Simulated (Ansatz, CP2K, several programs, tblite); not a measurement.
Energy against volume for NaCdI3 (cubic perovskite), at fixed shape and fractional coordinates, computed by several methods (PBE and r2SCAN, where shown, with plane waves in Ansatz); the cell shown is that of r2SCAN. It is cubic, Pm-3m (No. 221); conventional cell a = 5.918 Å, 41.46 Å³ an atom. Na has 12 I at 4.18 Å; Cd has 6 I at 2.96 Å; I has 2 Cd at 2.96 Å and 4 Na at 4.18 Å. No spin polarisation and no zero-point or thermal motion; the cell was built from a prototype and may be hypothetical. Energies count from each curve's lowest point; fits are third-order Birch-Murnaghan.

```
Na Cd I
1.0
     5.91835    0.00000    0.00000
     0.00000    5.91835    0.00000
     0.00000    0.00000    5.91835
Na Cd I
1 1 3
Cartesian
  0.0000 0.0000 0.0000
  2.9592 2.9592 2.9592
  2.9592 2.9592 0.0000
  2.9592 0.0000 2.9592
  0.0000 2.9592 2.9592
```

light PBE (260 eV, its own mesh), on the shape of the cell shown:

| V (Å³/atom) | E (meV/atom) |
| --- | --- |
| 38.143 | 62.36 |
| 39.802 | 18.95 |
| 41.460 | 19.10 |
| 43.119 | 27.37 |
| 44.777 | 7.86 |
| 46.435 | 0.00 |

The points scatter about a smooth fit, as a low cutoff and a light mesh can make them, so no fit is quoted.

PBE, on the shape of its own relaxed cell:
```
V (Å³/atom)  E (meV/atom)
     39.849         10.45
     41.121          2.48
     42.393          0.00
     43.665          2.09
     44.937          8.00
```
V₀ = 42.41 Å³ an atom and B₀ = 19 GPa.

GFN1-xTB (tblite), on the shape of the cell shown, as a cluster of 40 atoms at the zone centre:
```csv
V (Å³/atom),E (meV/atom)
36.485,51.77
38.973,9.36
41.460,0.00
43.948,13.18
46.435,40.70
```
V₀ = 41.09 Å³ an atom and B₀ = 25 GPa.

PBE/SZV (CP2K), on the shape of the cell shown:
```csv
V (Å³/atom),E (meV/atom)
36.485,186.11
38.973,89.35
41.460,33.09
43.948,6.22
46.435,0.00
```
The lowest point is an end point, so the minimum isn't bracketed.

**Question.** r2SCAN, on the shape of its own relaxed cell, gives
```
V (Å³/atom)  E (meV/atom)
     38.973         11.64
     40.216          2.77
     41.460          0.00
     42.704          2.36
     43.948          9.02
```
What equilibrium volume and bulk modulus follow?

**Answer.** V₀ = 41.47 Å³ an atom and B₀ = 22 GPa.
